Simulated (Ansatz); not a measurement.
# CH₄OSiZn: one species, many methods

An exercise on one series of results from a longer session: the logs are not shown, and one member is left open.

Computed with Ansatz 0.2.0, Gaussian basis. Level: functionals in def2-TZVPP, the program's frozen cores in correlated methods.

Levels to be run: PBE-D4, r2SCAN-D4, PBE0-D4, B3LYP-D4, ωB97X-V, ωB97M-V, B2PLYP; CCSD(T)/def2-TZVPP; MP2/def2-QZVPP; extrapolation to the limit.

### The relaxed structure

All runs share one geometry, relaxed beforehand with PBE0-D4 in a triple-zeta def2 set.

8 atoms, charge 0, spin multiplicity 1.

Atoms are counted from 1 here; the program's logs count them from 0.

Bond lengths: C1–O2 1.476 Å, C1–Si4 1.804 Å, C1–H5 1.089 Å, C1–H6 1.087 Å, O2–Si4 1.666 Å, Si4–H7 1.478 Å, Si4–H8 1.478 Å. Angles: O2–C1–Si4 60.1°, O2–C1–H5 112.7°, O2–C1–H6 112.7°, Si4–C1–H5 121.5°, Si4–C1–H6 122.1°, H5–C1–H6 113.8°, C1–O2–Si4 69.8°, C1–Si4–O2 50.1°, C1–Si4–H7 121.8°, C1–Si4–H8 122.2°, O2–Si4–H7 116.7°, O2–Si4–H8 116.6°, H7–Si4–H8 113.5°.

Geometry (Å):

```mol
CH4OSiZn
  3D, bonds by distance, orders not assigned

  8  7  0  0  0  0  0  0  0  0999 V2000
   -0.2676    0.8200   -0.5169 C   0  0
   -0.2983    0.2444    0.8417 O   0  0
    2.3368    0.6437    2.2247 Zn  0  0
   -0.3740   -0.9677   -0.2993 Si  0  0
    0.6773    1.3102   -0.7449 H   0  0
   -1.1417    1.4290   -0.7352 H   0  0
    0.8141   -1.8383   -0.4219 H   0  0
   -1.6545   -1.6982   -0.4040 H   0  0
  1  2  8  0
  1  4  8  0
  1  5  8  0
  1  6  8  0
  2  4  8  0
  4  7  8  0
  4  8  8  0
M  END
```

The first run:

Input file in.yaml:

```yaml
crystal:
  periodic: [false, false, false]
  atoms:
    - {symbol: C, position_ang: [-0.267602, 0.819959, -0.516937]}
    - {symbol: O, position_ang: [-0.298254, 0.244369, 0.841654]}
    - {symbol: Zn, position_ang: [2.336839, 0.643715, 2.224727]}
    - {symbol: Si, position_ang: [-0.374013, -0.967748, -0.299336]}
    - {symbol: H, position_ang: [0.677295, 1.310176, -0.744862]}
    - {symbol: H, position_ang: [-1.141696, 1.429007, -0.735192]}
    - {symbol: H, position_ang: [0.814149, -1.838308, -0.421862]}
    - {symbol: H, position_ang: [-1.654517, -1.698170, -0.403992]}
basis:
  gaussian: {orbitals: def2-TZVPP}
hamiltonian: {xc: pbe, dispersion: d4}
output: {forces: true, orbitals: {seedname: orbitals}}
```

Run with:

```bash
$ ansatz run in.yaml --threads 4 --pin off --events-out ev --progress --plain --max-ram 10444MiB
```

Among the steps run: PBE-D4 (GGA); r2SCAN-D4 (meta-GGA); PBE0-D4 (hybrid); B3LYP-D4 (hybrid); ωB97X-V (range-separated); ωB97M-V (range-separated); B2PLYP (double hybrid); CCSD(T) in def2-TZVPP; MP2 in def2-QZVPP.

One table of the session follows, with a row left open; its other results are not shown here.

It belongs to the step «Atomisation energies». 

```
            method  atomisation energy (kJ/mol)
            PBE-D4                            ?
         r2SCAN-D4                       2468.7
           PBE0-D4                       2449.8
          B3LYP-D4                       2458.0
           ωB97X-V                       2470.9
           ωB97M-V                       2467.6
            B2PLYP                       2427.8
     HF/def2-TZVPP                       1726.9
    MP2/def2-TZVPP                       2433.5
   CCSD/def2-TZVPP                       2349.5
CCSD(T)/def2-TZVPP                       2390.9
           MP2/CBS                       2505.3
       CCSD(T)/CBS                       2462.6
```

Estimate the missing values for PBE-D4.

**Answer.** atomisation energy (kJ/mol): 2504.6. In the column «atomisation energy (kJ/mol)» it lies between ωB97X-V (2470.9) and MP2/CBS (2505.3).
